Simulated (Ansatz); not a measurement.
# W2I3: one candidate structure

Aim: relax W2I3 from this start, A-type sesquioxide type (P-3m1, No. 164), and see where it ends.

Computed with Ansatz 0.2.0 (DFT PBE, scalar-relativistic, plane waves, PAW, unless a step's input says otherwise).

## (1) The starting structure

The structure is trigonal, space group P-3m1 (No. 164). The conventional cell has a = 4.874 Å, b = 4.874 Å, c = 7.583 Å, α = 90.00°, β = 90.00°, γ = 120.00°. W (site symmetry 3m) has 7 I at 2.93 to 3.37 Å as nearest neighbours. I (site symmetry -3m) has 6 W at 3.37 Å as nearest neighbours. I (site symmetry 3m) has 4 W at 2.93 to 3.03 Å as nearest neighbours.

Coordinates:

```
CELL_PARAMETERS angstrom
4.87380 0.00000 0.00000
-2.43690 4.22083 0.00000
0.00000 0.00000 7.58284
ATOMIC_POSITIONS crystal
W 0.33333 0.66667 0.24500
W 0.66667 0.33333 0.75500
I 0.00000 0.00000 0.00000
I 0.33333 0.66667 0.64500
I 0.66667 0.33333 0.35500
```

(A quick probe on a coarse mesh, which set the mesh and smearing, is not shown.)

## (3) A loose first relaxation

File input.yaml:

```yaml
crystal:
  lattice:
    - [4.8737967472, 0.0, 0.0]
    - [-2.4368983736, 4.220831796, 0.0]
    - [0.0, 0.0, 7.582836056]
  atoms:
    - { symbol: W, position: [0.3333333333, 0.6666666667, 0.245] }
    - { symbol: W, position: [0.6666666667, 0.3333333333, 0.755] }
    - { symbol: I, position: [0.0, 0.0, 0.0] }
    - { symbol: I, position: [0.3333333333, 0.6666666667, 0.645] }
    - { symbol: I, position: [0.6666666667, 0.3333333333, 0.355] }
basis:
  ecutwfc: 420
kpoints:
  mp_grid: { grid: [6, 6, 2] }
hamiltonian:
  xc: pbe
scf:
  occupations: { method: gaussian, width: 0.1 }
  lower_state_search: "off"
output:
  forces: true
  stress: true
  eigenvalues: true
relax:
  adjacent_minimum: "off"
  f_tol: 0.04
  max_steps: 70
  cell: { stress_tol: 0.4 }
```

On the command line:

```console
$ ansatz run input.yaml --threads 1 --pin off --max-ram 2560MiB --backend cpu --events-out ev --progress --plain --runs-dir out
```

Further runs follow: relaxing cell and atoms.

Q: Predict the outcome of this session.

As calculated:

Formation energies count from the elements, computed with the same settings in runs not shown here.

```
                          quantity                                                                       value
                              cell  a = 4.454 Å, b = 4.454 Å, c = 7.687 Å, α = 90.00°, β = 90.00°, γ = 120.00°
                       space group                                                             P-3m1 (No. 164)
                            volume                                                               26.41 Å³/atom
                   gap on the mesh                                                                none (metal)
formation energy from the elements                                                              +1.606 eV/atom
```

**Reading.** The space group stayed P-3m1, and from the first guess the volume went from 31.20 to 26.41 Å³/atom. The formation energy of +1.61 eV/atom is positive, so the elements lie lower than this structure; another structure of the compound can lie lower. Spin-orbit coupling is left out for I, W. The final runs have no spin polarisation, so no magnetic state was tried and one may lie lower.
